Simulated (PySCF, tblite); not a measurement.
# C6H13NO2: geometry, infrared bands and NMR shifts

Aim: predict the infrared bands and NMR shifts of C6H13NO2 (`CO[C@@H](C)C(=O)N(C)C`).

Programs: tblite 0.8.0 and PySCF 2.14.0, with density-fitted response routines of our own. Each step states its level of theory. These are calculated values for one molecule in the gas phase, unless marked as measured. Atoms are numbered from 0 throughout.

**1. Starting geometry**

22 atoms, charge 0, multiplicity 1; geometry from: force field or distance geometry start.

Bonds of the start (Å): C0–O1 1.41, O1–C2 1.44, C2–C3 1.51, C2–C4 1.54, C4–O5 1.23, C4–N6 1.40, N6–C7 1.45, N6–C8 1.46, C0–H9 1.11, C0–H10 1.10, C0–H11 1.08, C2–H12 1.11, C3–H13 1.10, C3–H14 1.10, C3–H15 1.11, C7–H16 1.09, C7–H17 1.10, C7–H18 1.09, C8–H19 1.09, C8–H20 1.10, C8–H21 1.09.

**2. Geometry optimisation with GFN2-xTB**

What the job is given:

```
{"job": {"kind": "relax", "xc": "GFN2-xTB", "basis": "xTB"}, "charge": 0, "multiplicity": 1}
C     -1.608200     1.528200    -0.958700
O     -1.693400     0.251000    -0.359200
C     -1.148500     0.242200     0.975600
C     -1.567600    -1.041400     1.660800
C      0.369600     0.462400     1.129100
O      0.766000     1.256100     1.979800
N      1.256600    -0.234200     0.307400
C      0.888800    -1.128300    -0.769700
C      2.685900     0.020200     0.444000
H     -2.196700     2.261100    -0.377700
H     -2.054600     1.456700    -1.960100
H     -0.582100     1.856900    -1.054600
H     -1.646700     1.065600     1.533700
H     -1.161000    -1.934800     1.165400
H     -2.660500    -1.145800     1.666200
H     -1.221700    -1.064200     2.719600
H     -0.135600    -1.499500    -0.693500
H      1.553400    -2.002300    -0.771300
H      0.993900    -0.589400    -1.712700
H      3.042000     0.492800    -0.474000
H      2.908900     0.690200     1.286500
H      3.201000    -0.924200     0.594600
```

Command:

```bash
OMP_NUM_THREADS=1 python probes_run.py task.json out
```

This one command runs all jobs of the session in turn.

**Question.** This job is followed by: GFN2-xTB harmonic vibrations, gas phase; GIAO PBE0/pcSseg-1 NMR shielding, non-relativistic, gas phase. Predict these results of the whole session: strongest single infrared mode (GFN2-xTB); zero-point energy (GFN2-xTB); ¹³C shifts against TMS (PBE0/pcSseg-1); ¹H shifts against TMS (PBE0/pcSseg-1, means over atoms taken as alike); ¹⁷O shifts against H2O (PBE0/pcSseg-1); ¹⁵N shifts against NH3 (PBE0/pcSseg-1).

**Answer**, as computed:

| quantity | value |
| --- | --- |
| strongest single infrared mode (GFN2-xTB) | 1706 cm⁻¹, 525 km/mol |
| zero-point energy (GFN2-xTB) | 117.1 kcal/mol |
| ¹³C shifts against TMS (PBE0/pcSseg-1) | 173.2, 87.2, 59.2, 35.9, 35.7, 20.6 ppm |
| ¹H shifts against TMS (PBE0/pcSseg-1, means over atoms taken as alike) | 4.05, 3.49, 3.44, 3.08, 1.42 ppm |
| ¹⁷O shifts against H2O (PBE0/pcSseg-1) | 425.4, 55.0 ppm |
| ¹⁵N shifts against NH3 (PBE0/pcSseg-1) | 119.5 ppm |

In words: Over 78 steps the energy fell by 0.188 eV; of the close pairs, C4–N6 changed most, 1.395 to 1.348 Å. No mode is imaginary among the 60: a minimum at this level. The strongest single mode, at 1706 cm⁻¹, moves mainly C4 and O5. Unscaled tight-binding wavenumbers are off by several per cent, some by more. Its intensities can rank the bands wrongly. The most deshielded carbon is C4 (amide carbonyl carbon), at 173.2 ppm: it is a carbonyl in resonance with an O or N lone pair, the region of acids, esters and amides. The most deshielded hydrogen is H12 (hydrogen on an sp3 CH bonded to O, α to a carbonyl), at 4.05 ppm: its carbon carries O, hence the downfield position. At PBE0/pcSseg-1: The widest tensor belongs to O5: span 694 ppm, with a paramagnetic part of -491 ppm.
